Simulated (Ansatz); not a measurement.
The system is Ti3S2.

```xyz
5
Lattice="2.7131 1.5664 3.2376 -2.7131 1.5664 3.2376 0.0000 -3.1328 3.2376" Properties=species:S:1:pos:R:3 pbc="T T T"
Ti   -0.9107   -1.5555    3.2376
Ti    1.8024   -0.0109    3.2376
Ti   -0.8918    1.5664    3.2376
S     0.0000    0.0000    1.6302
S     0.0000    0.0000    8.0827
```

The cell comes from a database or a generator and needn't be the stable form of this composition.

Base run:

* Program: Ansatz 0.2.0
* Functional: PBEsol
* Potentials or basis: Ansatz PAW
* Cutoff: 420 eV (not typed: the program's choice for these potentials)
* k mesh: 6 × 6 × 6
* Occupations: fermi-dirac, width 0.05 eV
* Spin: no spin polarisation
* Hubbard terms: Ti d U = 1 eV

Its results: band gap on the k mesh none (metal or under the smearing width); pressure -3.5 GPa; largest force 0.036 eV/Å.

Task: The run is repeated on the same cell with these changes: hubbard terms from Ti d U = 1 eV to Ti d U = 5 eV. What comes out?

Result: Band gap on the k mesh none (metal or under the smearing width); pressure 3.1 GPa; largest force 0.337 eV/Å.

Caveats: U without spin polarisation on a metal has little footing; the PAW data sets come from PBE, with cores solved anew for the run's functional, which leaves a small shift of forces and pressure; the density of states is complete only up to the lowest level of the last band computed.
